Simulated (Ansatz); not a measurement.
Which YAML input does this script hand to the engine? (the Ansatz DFT code, driven from Python)

The script, `scf.py`:
```python
"""Ground state of HfTaN2 at the given structure."""

import json

import ansatz as az
import numpy as np


def main() -> None:
    structure = (
        az.Lattice.from_parameters(3.172632, 3.172632, 15.403167, alpha=90, beta=90, gamma=120)
        .space_group(166)
        .atom("Hf", (0.0, 0.0, 0.0))
        .atom("Ta", (2 / 3, 1 / 3, 5 / 6))
        .atom("N", (1 / 3, 2 / 3, 0.916965))
        .primitive()
    )

    # settings of the run
    calc = structure.calculation()
    calc = calc.functional("lda").kpoints(9)
    calc = calc.occupations("Fermi-Dirac", width=100 * az.meV)
    calc = calc.scf(tolerance=1e-07)
    calc = calc.stress()
    res = calc.run()
    data = res.report

    print(f"free energy      {data['free_energy_ev']:.5f} eV")
    print(f"per atom         {data['free_energy_ev'] / len(res.lattice.sites):.5f} eV")
    print(f"SCF iterations   {data['n_iterations']}  (converged: {data['converged']})")

    keep = ["free_energy_ev", "energy_sigma0_ev", "fermi_energy_ev", "n_iterations", "converged", "magnetization_mub", "n_kpoints"]
    with open("hftan2.json", "w") as handle:
        json.dump({key: data[key] for key in keep}, handle, indent=1)

    # pressure is a third of the trace
    sigma = data["stress_gpa"]
    voigt = [sigma[0][0], sigma[1][1], sigma[2][2], sigma[1][2], sigma[0][2], sigma[0][1]]
    print("stress xx yy zz yz xz xy (GPa):", " ".join(f"{s:.3f}" for s in voigt))
    print("P =", round(10 * float(np.mean(voigt[:3])), 2), "kbar")


if __name__ == "__main__":
    main()
```

```console
$ python scf.py
DeckWarning: basis.ecutwfc = 420 eV, auto-derived from the records' recommended cutoffs: set by Hf (normal level)
DeckWarning: output.stress: scf.convergence.dr2_threshold = 1e-7 eV (the SCF's general default) is looser than the 4e-10 eV advised for a printed stress (1e-10 eV for each atom of the cell: 4). What [...]
free energy      -25913.34242 eV
per atom         -6478.33560 eV
SCF iterations   7  (converged: True)
stress xx yy zz yz xz xy (GPa): -14.451 -14.451 -13.077 0.000 0.000 0.000
P = -139.93 kbar
```
(Warnings from the package without file and line, shortened.)

`input.yaml`:
```yaml
crystal:
  lattice: { a: 3.172632, b: 3.172632, c: 15.403167, alpha: 90.0, beta: 90.0, gamma: 120.0 }
  space_group: 166
  atoms:
    - { symbol: Hf, position: [0.0, 0.0, 0.0] }
    - { symbol: Ta, position: [0.6666666666667, 0.3333333333333, 0.8333333333333] }
    - { symbol: "N", position: [0.3333333333333, 0.6666666666667, 0.916965] }
  reduce_to_primitive: true
kpoints:
  mp_grid: { grid: [9, 9, 9] }
hamiltonian:
  xc: lda
scf:
  convergence: { dr2_threshold: 1.0e-07 }
  occupations: { method: fermi_dirac, width: 0.1 }
output:
  stress: true
```

On the command line:
```console
$ ansatz run input.yaml --threads 1 --pin off --max-ram 3072MiB --backend cpu --events-out ev --progress --plain --runs-dir out
Warning: output.stress: scf.convergence.dr2_threshold = 1e-7 eV (the SCF's general default) is looser than the 4e-10 eV advised for a printed stress (1e-10 eV for each atom of the cell: 4). What an SCF threshold leaves in a stress goes as its square root, and in the free energy as the threshold itself, and one threshold admits the most on a small cell: of the crystals measured, under no hybrid [...]
crystal.space_group: 166 is read as R-3m (hexagonal axes, obverse): the typed cell holds Hf3Ta3N6 (Hf 3a, Ta 3b, N 6c). Least distances (Å): Hf–Hf 3.173, Hf–Ta 3.154, Hf–N 2.234, Ta–Ta 3.173, Ta–N 2.239, N–N 3.146
crystal.space_group generates its sites in this order, which a site index counts, at these fractional coordinates of the primitive cell where crystal.reduce_to_primitive is true, and else of the cell that is read (crystal.supercell repeats the list replica by replica, and crystal.defects acts on that): 0: Hf [0.000000, 0.000000, 0.000000]; 1: Ta [0.500000, 0.500000, 0.500000]; 2: N [0.250298, 0.250298, 0.250298]; 3: N [0.749702, 0.749702, 0.749702];
basis.fft_grid_basis auto: the FFT boxes are laid along the combinations [[1, 0, -1], [0, 1, -1], [0, 0, 1]] of the cell's own vectors, 3.173, 3.173 and 5.451 Å long. The dense box has 24×24×40 points. Along the cell's own vectors, as sized, it would have 40×40×40, 2.78 times as many. Of the 12 symmetry operations that the crystal satisfies within crystal.symmetry.tolerance (time reversal apart; of a slab, those that keep its plane) the dense box along the cell's own vectors carries 12, and the one as laid loses 8 of those. basis.fft_grid_basis: typed keeps the cell's own vectors: state it where this run's energies or levels are differenced outside the engine with another run's, or held beside a run that keeps those vectors.
Engine: ansatz 0.2.0, aarch64-unknown-linux-gnu
Pseudopotentials: kind: paw
Pseudopotential: Hf, paw, valence charge 26, recommended cutoff 420 eV (normal), Hf.paw.azcp
Pseudopotential: Ta, paw, valence charge 13, recommended cutoff 420 eV (normal), Ta.paw.azcp
Pseudopotential: N, paw, valence charge 5, recommended cutoff 420 eV (normal), N.paw.azcp
Functional definition: SPW92
  exchange = slater_x
  correlation = pw_c
Crystal: 4 atoms, lattice volume = 44.757 Å³
Basis set: ecut = 420 eV, 869 PW (Γ), FFT grids on a1−a3, a2−a3, a3
Bands: 29, of which v1, the nominal top of the filled ones, is band 25 counted from 1 (24 counted from 0)
Symmetry: 12 space group operations
Space group: R-3m (ITA 166), of the structure as read, at distance tolerance 3.6e-5 Å
k-points: 85 of 729
Non-local potential: Hf, projectors of the file, l = 0: 3, l = 1: 2, l = 2: 2, l = 3: 3
Non-local potential: Ta, projectors of the file, l = 0: 3, l = 1: 2, l = 2: 2, l = 3: 1
Non-local potential: N, projectors of the file, l = 0: 2, l = 1: 2, l = 2: 1
PAW form: soft (Blöchl's): semilocal exchange-correlation on the pseudo side does not see the compensation charge
PAW frozen core: Hf, regenerated for the run's functional, and the local potential with it (the file was generated under x = pbe(κ = 0.804, μ = 0.2195149727645171), c = pbe(β = 0.06672455060314922))
PAW frozen core: Ta, regenerated for the run's functional, and the local potential with it (the file was generated under x = pbe(κ = 0.804, μ = 0.2195149727645171), c = pbe(β = 0.06672455060314922))
PAW frozen core: N, regenerated for the run's functional, and the local potential with it (the file was generated under x = pbe(κ = 0.804, μ = 0.2195149727645171), c = pbe(β = 0.06672455060314922))
PAW one-centre angular grid: Hf, 590 points (default); XC on 64 Gauss nodes
PAW one-centre angular grid: Ta, 590 points (default); XC on 64 Gauss nodes
PAW one-centre angular grid: N, 110 points (default); XC on 64 Gauss nodes
Initial density: superposition of atomic densities (neutral atoms: chi_scale 0, normalization atom), corrected by the library's trained network
Initial wavefunctions: pseudopotential atomic-orbital guess
Functional: x = slater, c = lda
SCF iter   1: F=—  HF=-25913.356991 eV  |F-HF|=—  |Δ(HF+E_count)|=         —  Δρ=1.08e-2  dr2=7.24e-2  ethr=1.77e-3  ⟨swp⟩=5.2  Hψ=10314  notcnv=0
preconditioner: auto → Kerker (q_TF=auto, 2.770 Å⁻¹)  [metal: Δε(μ)=0.061 eV  Ē_g=18.348 eV  σ=0.100 eV  W_gap=0.15  n_scr=16 (ndim 8)  ℏωp=37.2 eV  f_vac=0.000  D(μ)=1.59/eV (n_scr^D=16)]
SCF iter   2: F=—  HF=-25913.343525 eV  |F-HF|=—  |Δ(HF+E_count)|=   1.35e-2  Δρ=3.52e-3  dr2=3.76e-3  ethr=1.48e-4  ⟨swp⟩=1.3  Hψ=3171  notcnv=0
SCF iter   3: F=—  HF=-25913.342576 eV  |F-HF|=—  |Δ(HF+E_count)|=   9.50e-4  Δρ=1.51e-3  dr2=5.34e-4  ethr=7.67e-6  ⟨swp⟩=1.9  Hψ=2683  notcnv=0
SCF iter   4: F=—  HF=-25913.342424 eV  |F-HF|=—  |Δ(HF+E_count)|=   1.52e-4  Δρ=3.01e-4  dr2=3.87e-5  ethr=1.09e-6  ⟨swp⟩=2.0  Hψ=3069  notcnv=0
SCF iter   5: F=—  HF=-25913.342417 eV  |F-HF|=—  |Δ(HF+E_count)|=   7.00e-6  Δρ=4.89e-5  dr2=1.86e-6  ethr=7.89e-8  ⟨swp⟩=2.2  Hψ=3772  notcnv=0
SCF iter   6: F=—  HF=-25913.342417 eV  |F-HF|=—  |Δ(HF+E_count)|=   3.30e-7  Δρ=3.08e-5  dr2=8.04e-7  ethr=3.79e-9  ⟨swp⟩=2.1  Hψ=4321  notcnv=0
SCF iter   7: F=-25913.342416 eV  HF=-25913.342416 eV  |F-HF|=4.49e-8  |Δ(HF+E_count)|=   7.52e-7  Δρ=1.29e-5  dr2=8.69e-8  ethr=2.04e-10  ⟨swp⟩=3.2  Hψ=11134  notcnv=0
SCF 1 converged in 7 iterations: F = -25913.342416 eV  dr2 = 8.69e-8
  greatest PAW one-centre occupation: 1.000 electrons in one spin orbital (limit 2), on the Ta atom at site 1 (counted from 0), in its partial waves of l = 0
SCF converged after 7 iterations
Free energy (F): -25913.342416 eV
Harris-Foulkes:  -25913.342416 eV  (|F-HF|=4.49e-8)
Internal energy: -25913.291290 eV  (E = F + TS)
E sigma→0 (E₀):  -25913.316853 eV
Entropy (-TS):   -0.051126 eV (-12.781 meV/atom)
Fermi energy:    22.190019 eV
--- Per-component energies (eV) ---
  E_band       = 96.039609
  E_kinetic    = 1055.611182
  E_local      = -6011.909751  (includes V_loc(G=0)·N_el)
  E_nonlocal   = -1118.906843
  E_hartree    = 2770.254423
  E_xc         = -635.806997
  E_vxc        = -626.022299  (∫ρ·V_xc dr)
  E_paw        = -15070.809317  (= ΣΔE_a)
  E_vpaw       = 1256.751240  (= ΣTr[D̂ρ^β])
  E_aug_tail   = 0.000289  (compensation charges beyond the density's cutoff)
  E_ewald      = -6904.600509
  E_core_change = 2.876233  (= ΣΔE_core)
  E_smearing   = -0.051126  (= −TS)
  E_closure    = -0.000000  (closes the sum)
  Σ components = -25913.342416   (vs F -25913.342416, Δ=0.00e0)
--- Stress (GPa, compression-positive) ---
      -14.450877       0.000000       0.000000
       -0.000000     -14.450877       0.000000
        0.000000       0.000000     -13.077167
  P = ⅓ Tr σ = -13.9930 GPa (-139.930 kbar)
```

Caveats:
- Absolute energies stand on the zero of these potentials, so only differences at equal settings mean something.
- Spin is left out of this run.
- For a metal this k-point mesh is coarse: on a finer one energies can move by several to tens of meV an atom and pressures by half a GPa or more, differences at one mesh by less.
- Spin-orbit coupling, which matters for elements this heavy, is left out.
- At these settings the cell as given stands under about -14 GPa, so it isn't at this functional's equilibrium volume.
- The structure comes from a database of computed cells and needn't be a stable or known phase.
- Cost: of the order of 5 core-seconds.

(Lines on the test bed's own set-up are left out of the output.)
